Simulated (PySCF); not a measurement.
# TiO2 (titanium dioxide) at 6 levels

Wanted: a comparison of 6 runs (B3LYP/aug-cc-pVDZ, BLYP/aug-cc-pVDZ, CAM-B3LYP/aug-cc-pVDZ, M06-L/aug-cc-pVDZ, PBE/aug-cc-pVDZ, CCSD(T)/aug-cc-pVDZ) of TiO2 (titanium dioxide). 

Program for the calculation: PySCF 2.14.0.

**1. The molecule**

TiO2 has 3 atoms, charge 0, and is taken as a singlet. SMILES: `[O]=[Ti]=[O]`. The coordinates come from a PBE0-D4/def2-TZVP relaxation.

Bond lengths: O1–Ti2 1.628 Å, Ti2–O3 1.628 Å. Angles: O1–Ti2–O3 111.8°.

**2. The energy at B3LYP/aug-cc-pVDZ (run 1)**

calc.py

```python
# [O]=[Ti]=[O]
from pyscf import gto, dft

mol = gto.M(
    atom='''
O      1.740438     1.755178     0.840172
Ti     0.255113    -0.929745     0.626633
O     -1.995740    -0.825432    -1.466805
''',
    unit='bohr',
    verbose=4,
    max_memory=1860,
    basis='aug-cc-pvdz',
)

ks = dft.RKS(mol, xc='b3lyp')
ks.grids.level = 5
ks.conv_tol = 1e-10
ks.kernel()
if not ks.converged:
    ks = ks.newton().run(ks.mo_coeff, ks.mo_occ)

etot = ks.e_tot
print(f'total energy: {etot:.8f} hartree')
```

On the command line:

```console
$ OMP_NUM_THREADS=1 python calc.py
```

The program printed:

```text
PySCF version 2.14.0

[... 79 lines left out ...]
converged SCF energy = -1000.01166459544
total energy: -1000.01166460 hartree
```

Run time: 24 s. Hardware: 1 thread of Intel Xeon at 2.70GHz, shared host; peak memory 0.53 GiB.

**3. A single-point energy at BLYP/aug-cc-pVDZ (run 2)**

calc.py

```python
from pyscf import gto, dft

mol = gto.Mole()
mol.atom = 'O 0.921000 0.928800 0.444600; Ti 0.135000 -0.492000 0.331600; O -1.056100 -0.436800 -0.776200'
mol.basis = 'aug-cc-pvdz'
mol.verbose = 4
mol.max_memory = 1860
mol.build()

mf = dft.RKS(mol)
mf.xc = 'blyp'
mf.conv_tol = 1e-10
mf.grids.level = 5
mf.kernel()
if not mf.converged:
    mf = mf.newton().run(mf.mo_coeff, mf.mo_occ)

e_tot = mf.e_tot
print('E = %.10f Eh' % e_tot)
```

On the command line:

```console
$ OMP_NUM_THREADS=1 python calc.py
```

The program printed:

```text
PySCF version 2.14.0

[... 81 lines left out ...]
converged SCF energy = -1000.04269212581
E = -1000.0426921258 Eh
```

It took 20 s on 1 thread of Intel Xeon at 2.70GHz, shared host; peak memory 0.53 GiB.

Runs 3 to 5 aren't shown in full; the table further down has their settings and results.

**4. A single-point energy at CCSD(T)/aug-cc-pVDZ (run 6)**

input.py

```python
from pyscf import gto, cc

system = gto.M(
    atom='O 0.921000 0.928800 0.444600; Ti 0.135000 -0.492000 0.331600; O -1.056100 -0.436800 -0.776200',
    basis='aug-cc-pvdz',
    max_memory=1860,
    spin=0,
    verbose=3,
    charge=0,
)

mf = system.RHF()
mf.conv_tol = 1e-10
mf.kernel()
if not mf.converged:
    mf = mf.newton().run(mf.mo_coeff, mf.mo_occ)

mycc = cc.CCSD(mf, frozen=7)
mycc.kernel()
e_t = mycc.ccsd_t()
e_final = mycc.e_tot + e_t
print('E = %.10f Eh' % e_final)
```

On the command line:

```console
$ OMP_NUM_THREADS=1 python input.py
```

The program printed:

```text
converged SCF energy = -998.145124855924
E(CCSD) = -998.9078833074294  E_corr = -0.7627584515057342
CCSD(T) correction = -0.0555078678512514
E = -998.9633911753 Eh
```

It took 70 s on 1 thread of Intel Xeon at 2.70GHz, shared host; peak memory 0.8 GiB.

**5. The series**

```
run                  level  integration grid  frozen core orbitals   energy (Eh)  dipole moment (D) of the reference  HOMO energy (eV)  LUMO energy (eV)  wall time
  1      B3LYP/aug-cc-pVDZ                 5                     –  -1000.011665                                6.65             -7.12             -3.23       24 s
  2       BLYP/aug-cc-pVDZ                 5                     –  -1000.042692                                6.31             -5.74             -3.61       20 s
  3  CAM-B3LYP/aug-cc-pVDZ                 5                     –   -999.971197                                6.82             -8.80             -2.24       66 s
  4      M06-L/aug-cc-pVDZ                 5                     –   -999.968659                                6.75             -5.80             -2.60       36 s
  5        PBE/aug-cc-pVDZ                 5                     –   -999.654854                                6.31             -5.80             -3.51       20 s
  6    CCSD(T)/aug-cc-pVDZ                 –                     7   -998.963391                                7.92            -11.19             -1.22       70 s
```

**6. Outcome**

| quantity | value |
| --- | --- |
| run 6: total energy | -998.96339 Eh |
| run 6: dipole moment (Hartree–Fock density) | 7.92 D |
| run 6: HOMO energy (Hartree–Fock orbitals) | -11.19 eV |
| run 6: LUMO energy (Hartree–Fock orbitals) | -1.22 eV |
| run 6: HOMO–LUMO gap (Hartree–Fock orbitals) | 9.96 eV |
| run 6: correlation energy (7 core orbitals frozen) | -818.3 mEh |
| run 6: (T) correction | -55.51 mEh |
| run 6: T1 diagnostic | 0.036 |

In words: Over runs 1, 2, 3, 4, 5 the dipole moment (its size) runs from 6.31 D (PBE/aug-cc-pVDZ) to 6.82 D (CAM-B3LYP/aug-cc-pVDZ). Over runs 1, 2, 3, 4, 5 the HOMO–LUMO gap runs from 2.13 eV (BLYP/aug-cc-pVDZ) to 6.56 eV (CAM-B3LYP/aug-cc-pVDZ). Totals of different functionals can't be ranked against each other. In run 6 the T1 diagnostic is large, so a single reference may not serve. All runs together took 3.9 min, the longest 70 s.
